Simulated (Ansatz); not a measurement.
**AlClFHZn: how energies converge with the basis set**

Aim: see how fast density functionals converge with the basis set for AlClFHZn.

Program: Ansatz 0.2.0, Gaussian basis. Level of theory: one geometry, several basis sets. These are calculated values, not measurements.

Levels to be run: PBE0-D4/def2-SVP; ωB97M-V/def2-SVP; PBE0-D4/def2-QZVPP; ωB97M-V/def2-QZVPP; the functionals' def2-TZVPP values are taken from earlier runs.

### 1 Structure used throughout

The geometry comes from an earlier relaxation with PBE0-D4 in a triple-zeta def2 set; it is a stationary point.

5 atoms, charge 0, spin multiplicity 1.

Atoms are counted from 1 here; the program's logs count them from 0.

Bond lengths: F1–Al2 1.651 Å, Al2–Cl3 2.101 Å, Al2–H5 1.570 Å. Angles: F1–Al2–Cl3 116.7°, F1–Al2–H5 119.6°, Cl3–Al2–H5 120.7°.

### 2 PBE0-D4 in def2-SVP

Contents of in.yaml:

```yaml
crystal:
  periodic: [false, false, false]
  atoms:
    - {symbol: F, position_ang: [0.556712, 0.757425, 1.477357]}
    - {symbol: Al, position_ang: [-0.061828, -0.299153, 0.368988]}
    - {symbol: Cl, position_ang: [1.311053, -1.555348, -0.607374]}
    - {symbol: Zn, position_ang: [-0.165410, 1.678225, -1.684468]}
    - {symbol: H, position_ang: [-1.590726, -0.654849, 0.404096]}
basis:
  gaussian: {orbitals: def2-SVP}
hamiltonian: {xc: pbe0, dispersion: d4}
output: {orbitals: {seedname: orbitals}}
```

Further steps of the session: ωB97M-V in def2-SVP; PBE0-D4 in def2-QZVPP; ωB97M-V in def2-QZVPP.

**Question.** What will the summary of the whole plan be? Wanted: PBE0-D4: double and triple zeta above quadruple; ωB97M-V: double and triple zeta above quadruple.

The runs gave:

| quantity | value |
| --- | --- |
| PBE0-D4: double and triple zeta above quadruple | 19.16, 1.88 eV |
| ωB97M-V: double and triple zeta above quadruple | 19.08, 1.81 eV |

In words: PBE0-D4 gains 17.28 eV from double to triple zeta, then 1.88 eV more. Total energies overstate the basis error of differences, where much of it tends to cancel.
